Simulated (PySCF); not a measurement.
# C6H7NO2S: the cost of one run

Programs: PySCF 2.14.0, with routines of our own; each step states its level. All values are computed. Atoms count from 0.

### Step 1. The system as given

17 atoms, charge 0, multiplicity 1; geometry from: GFN2-xTB.

### Step 2. Magnetic properties: GIAO PBE0/pcSseg-1

Job settings and geometry (Å):

```
{"job": {"kind": "mag", "xc": "PBE0", "basis": "pcSseg-1", "isotopologues": 0}, "charge": 0, "multiplicity": 1}
C     -2.432334     1.003032    -0.807917
O     -2.490338    -0.196977    -0.058669
C     -1.307656    -0.689236     0.333668
C     -1.188984    -1.851414     1.068272
S      0.451783    -2.182169     1.393919
C      0.875250    -0.734285     0.520940
C      2.276958    -0.338058     0.380677
C      2.485871     0.931719    -0.396731
O      3.171387    -0.997345     0.861111
N     -0.144654    -0.084445     0.040326
H     -1.968290     1.802472    -0.225525
H     -1.860170     0.858696    -1.727355
H     -3.463871     1.256951    -1.041544
H     -1.978621    -2.487451     1.408561
H      1.953577     1.743783     0.091865
H      3.545744     1.160754    -0.458226
H      2.067350     0.816005    -1.393282
```

With the program's defaults for keys left out, this is: GIAO PBE0/pcSseg-1 magnetisability, rotational g tensor and spin-rotation constants, non-relativistic, gas phase.

Launch:

```console
OMP_NUM_THREADS=1 python excited_run.py task.json out
```

One launch serves the whole session: the jobs run in the order shown.

**Question.** How long does this first job take on 1 thread of Arm Neoverse N1, shared host, and how much memory does it need?

About 76 s, with a peak of 0.97 GiB.
